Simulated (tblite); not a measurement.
# SiAsH5 (AsH2(SiH3)) at GFN2-xTB

What is the electronic atomisation energy of SiAsH5 (AsH2(SiH3)) at GFN2-xTB? 

Program for the calculation: tblite 0.8.0.

20 further runs of the same task are left out: 1 that didn't finish, 19 set aside as unsound or not needed.

**1. The structure to begin with**

SiAsH5: 7 atoms, total charge 0, spin state singlet. SMILES: `[H][As]([H])[SiH3]`. The shape comes from GFN2-xTB, which is rough for such elements, and wasn't checked as a minimum.

Bond lengths: As1–Si4 2.324 Å, As1–H2 1.501 Å, As1–H3 1.501 Å, Si4–H5 1.468 Å, Si4–H6 1.469 Å, Si4–H7 1.468 Å. Angles: As1–Si4–H5 114.9°, As1–Si4–H6 109.8°, As1–Si4–H7 109.9°, H2–As1–Si4 92.5°, H3–As1–Si4 92.8°, H5–Si4–H6 107.2°, H5–Si4–H7 107.2°, H6–Si4–H7 107.6°, H2–As1–H3 89.5°.

**2. Energy and forces at GFN2-xTB**

The input, calc.py:

```python
import json
import numpy as np
from ase import Atoms
from tblite.ase import TBLite
from ase.units import kcal, mol as mol_
from ase.units import Debye

molecule = Atoms(
    symbols=["As", "H", "H", "Si", "H", "H", "H"],
    positions=[
        [0.562500, 1.024830, 1.041640],
        [1.802470, 1.000380, 0.195280],
        [-0.019330, 2.071580, 0.136890],
        [-0.413020, -0.711920, -0.154760],
        [-0.455730, -0.513330, -1.608510],
        [-1.796270, -0.911000, 0.297770],
        [0.319370, -1.960540, 0.091680],
    ],
)
start = molecule.get_positions()

molecule.calc = TBLite(method="GFN2-xTB", charge=0, accuracy=0.1, spin_polarization=1.0)
print(f"Energy: {molecule.get_potential_energy() / (kcal / mol_):.6f} kcal/mol")
print(f"Dipole: {np.linalg.norm(molecule.get_dipole_moment()) / Debye:.4f} D")
print("Charges:", np.round(molecule.get_charges(), 4))
print("Forces (eV/angstrom):")
for a, F in zip(molecule, molecule.get_forces()):
    print(f"{a.symbol:<2} {F[0]:11.6f} {F[1]:11.6f} {F[2]:11.6f}")
json.dump(dict(energy=molecule.get_potential_energy(), forces=molecule.get_forces().tolist(), dipole=molecule.get_dipole_moment().tolist(), charges=molecule.get_charges().tolist(),
               symbols=molecule.get_chemical_symbols(), start=start.tolist(), final=molecule.positions.tolist()), open("results.json", "w"))
```

Run with:

```console
$ python calc.py
```

Output:

```text
------------------------------------------------------------
  cycle        total energy    energy error   density error
------------------------------------------------------------
      1     -6.527608538815  -6.5699375E+00   2.9339045E-01
      2     -6.617507222684  -8.9898684E-02   1.2822334E-01
      3     -6.638822220024  -2.1314997E-02   5.7591124E-02
      4     -6.639511679457  -6.8945943E-04   1.7371182E-02
      5     -6.639246800476   2.6487898E-04   1.2810477E-02
      6     -6.639691116955  -4.4431648E-04   3.9034954E-03
      7     -6.639701372799  -1.0255843E-05   1.0676409E-03
      8     -6.639703367165  -1.9943665E-06   2.7470343E-04
      9     -6.639703434010  -6.6845073E-08   7.5062897E-05
     10     -6.639703432855   1.1548122E-09   2.4555576E-05
     11     -6.639703434457  -1.6011308E-09   2.4225914E-05
     12     -6.639703434984  -5.2726978E-10   4.5109895E-06
     13     -6.639703435043  -5.9213079E-11   1.7280465E-06
------------------------------------------------------------

 total:                                   0.008 sec
Energy: -4166.476809 kcal/mol
Dipole: 0.4700 D
Charges: [-0.0047 -0.0504 -0.0501  0.4232 -0.0952 -0.1121 -0.1107]
Forces (eV/angstrom):
As   -0.001896   -0.016880    0.005921
H    -0.008768    0.005972   -0.008024
H     0.001761    0.001142   -0.001606
Si    0.003293    0.004856   -0.005928
H     0.003894    0.001588   -0.000125
H    -0.000756    0.007158    0.002239
H     0.002472   -0.003837    0.007521
```

Run time: 0.31 s. Hardware: 1 thread of Intel Xeon at 2.70GHz, shared host.

**3. The As atom: the energy at GFN2-xTB**

The input, run.py:

```python
import json
import numpy as np
from ase import Atoms
from ase.units import Bohr
from tblite.ase import TBLite
from ase.units import Debye

molecule = Atoms(["As"], positions=Bohr * np.array([
    [0.000000, 0.000000, 0.000000],
]))
start = molecule.get_positions()

molecule.calc = TBLite(
    method="GFN2-xTB",
    multiplicity=4,
    accuracy=0.1,
    spin_polarization=1.0,
)
print(f"Energy: {molecule.get_potential_energy():.6f} eV")
print(f"Dipole: {np.linalg.norm(molecule.get_dipole_moment()) / Debye:.4f} D")
for a, q in zip(molecule, molecule.get_charges()):
    print(f"{a.symbol}{a.index + 1} {q:+.4f}")
json.dump(dict(energy=molecule.get_potential_energy(), forces=molecule.get_forces().tolist(), dipole=molecule.get_dipole_moment().tolist(), charges=molecule.get_charges().tolist(),
               symbols=molecule.get_chemical_symbols(), start=start.tolist(), final=molecule.positions.tolist()), open("results.json", "w"))
```

Run the same way, it converges to -2.29689 Eh (log not shown).

**4. The H atom: a single-point energy at GFN2-xTB**

The input, geom.xyz:

```xyz
1

H      0.000000     0.000000     0.000000
```

The input, job.py:

```python
import json
import numpy as np
from tblite.interface import Calculator
from tblite.interface import symbols_to_numbers

symbols = list(map(str, np.loadtxt("geom.xyz", skiprows=2, usecols=0, dtype=str, ndmin=1)))
numbers = np.array(symbols_to_numbers(symbols))
positions = np.loadtxt("geom.xyz", skiprows=2, usecols=(1, 2, 3), ndmin=2) / 0.52917721

xtb = Calculator("GFN2-xTB", numbers, positions, charge=0, uhf=1)
xtb.set("accuracy", 0.1)
xtb.add("spin-polarization", 1.0)
result = xtb.singlepoint()

print(f"E(total): {result.get('energy') * 2625.4996:.8f} kJ/mol")
eps = np.atleast_2d(result.get("orbital-energies")) * 27.211386
occ = np.atleast_2d(result.get("orbital-occupations"))
filled = occ.sum(axis=0) if eps.shape[0] == 1 else occ[0]
homo = np.nonzero(filled > 0.5)[0].max()
print("  MO   occupation   energy/eV")
for i in range(max(0, homo - 4), min(eps.shape[1], homo + 5)):
    print(f"{i + 1:4d} {filled[i]:10.4f} {eps[0, i]:12.4f}")
mu = result.get("dipole") * 2.541746
print(f"Dipole moment: {np.linalg.norm(mu):.4f} D, components " + " ".join(f"{c:.4f}" for c in mu))
q = result.get("charges")
print("Charges:", " ".join(f"{s}{i + 1}={c:+.4f}" for i, (s, c) in enumerate(zip(symbols, q))))
out = {k: np.asarray(result.get(k)).tolist() for k in ("energy", "gradient", "charges", "dipole", "orbital-energies", "orbital-occupations")}
out.update(symbols=symbols, positions=(positions * 0.529177210903).tolist())
json.dump(out, open("results.json", "w"))
```

Run with:

```console
$ python job.py
```

Output:

```text
------------------------------------------------------------
  cycle        total energy    energy error   density error
------------------------------------------------------------
      1    -0.4292952639310  -4.2929526E-01   2.2360680E-01
      2    -0.4292952639310   0.0000000E+00   1.3416408E-01
      3    -0.4292952639310   0.0000000E+00   8.0490398E-06
      4    -0.4292952639310   0.0000000E+00   6.2559861E-15
------------------------------------------------------------

 total:                                   0.001 sec
E(total): -1127.11454373 kJ/mol
  MO   occupation   energy/eV
   1     1.0000     -12.6562
Dipole moment: 0.0000 D, components 0.0000 0.0000 0.0000
Charges: H1=+0.0000
```

It took 0.23 s on 1 thread of Intel Xeon at 2.70GHz, shared host.

**5. The Si atom: the energy at GFN2-xTB**

The input, molecule.xyz:

```xyz
1
start geometry
Si     0.000000     0.000000     0.000000
```

The input, xtb_job.py:

```python
# GFN2-xTB single point
import json
import numpy as np
from tblite.interface import Calculator
from tblite.interface import symbols_to_numbers

symbols = list(map(str, np.loadtxt("molecule.xyz", skiprows=2, usecols=0, dtype=str, ndmin=1)))
numbers = np.array(symbols_to_numbers(symbols))
positions = np.loadtxt("molecule.xyz", skiprows=2, usecols=(1, 2, 3), ndmin=2) / 0.529177210903

tb = Calculator("GFN2-xTB", numbers, positions, charge=0, uhf=2)
tb.set("verbosity", 0)
tb.set("accuracy", 0.1)
tb.add("spin-polarization", 1.0)
result = tb.singlepoint()

print(f"total energy: {result.get('energy') * 627.5095:.8f} kcal/mol")
eps = np.atleast_2d(result.get("orbital-energies")) * 27.211386
occ = np.atleast_2d(result.get("orbital-occupations"))
filled = occ.sum(axis=0) if eps.shape[0] == 1 else occ[0]
homo = np.nonzero(filled > 0.5)[0].max()
print(f"HOMO {eps[0, homo]:.4f} eV")
if homo + 1 < eps.shape[1]:
    print(f"LUMO {eps[0, homo + 1]:.4f} eV, gap {eps[0, homo + 1] - eps[0, homo]:.4f} eV")
mu = result.get("dipole") * 2.541746
print(f"dipole: {np.linalg.norm(mu):.4f} D, components " + " ".join(f"{c:.4f}" for c in mu))
q = result.get("charges")
print("Charges:", " ".join(f"{s}{i + 1}={c:+.4f}" for i, (s, c) in enumerate(zip(symbols, q))))
out = {k: np.asarray(result.get(k)).tolist() for k in ("energy", "gradient", "charges", "dipole", "orbital-energies", "orbital-occupations")}
out.update(symbols=symbols, positions=(positions * 0.529177210903).tolist())
json.dump(out, open("results.json", "w"))
```

Run the same way, it converges to -1.59836 Eh (log not shown).

**6. What came out**

Level: GFN2-xTB.

```
                                      quantity        value
                        molecule: total energy  -6.63970 Eh
                       molecule: dipole moment       0.47 D
            molecule: largest force on an atom   0.018 eV/Å
                         As atom: total energy  -2.29689 Eh
                        As atom: dipole moment       0.00 D
             As atom: largest force on an atom   0.000 eV/Å
                          H atom: total energy  -0.42930 Eh
                         H atom: dipole moment       0.00 D
 H atom: HOMO energy (as the program lists it)    -12.66 eV
              H atom: largest force on an atom   0.000 eV/Å
                         Si atom: total energy  -1.59836 Eh
                        Si atom: dipole moment       0.00 D
Si atom: HOMO energy (as the program lists it)     -5.62 eV
Si atom: LUMO energy (as the program lists it)      0.28 eV
             Si atom: largest force on an atom   0.000 eV/Å
                 electronic atomisation energy    16.272 eV
```

What this shows: Taking the molecule apart into free atoms costs 16.27 eV (1570 kJ/mol), before zero-point energy and without spin-orbit coupling. Tight-binding and semi-empirical models aren't fitted to free atoms, so this value can be far from the true one.
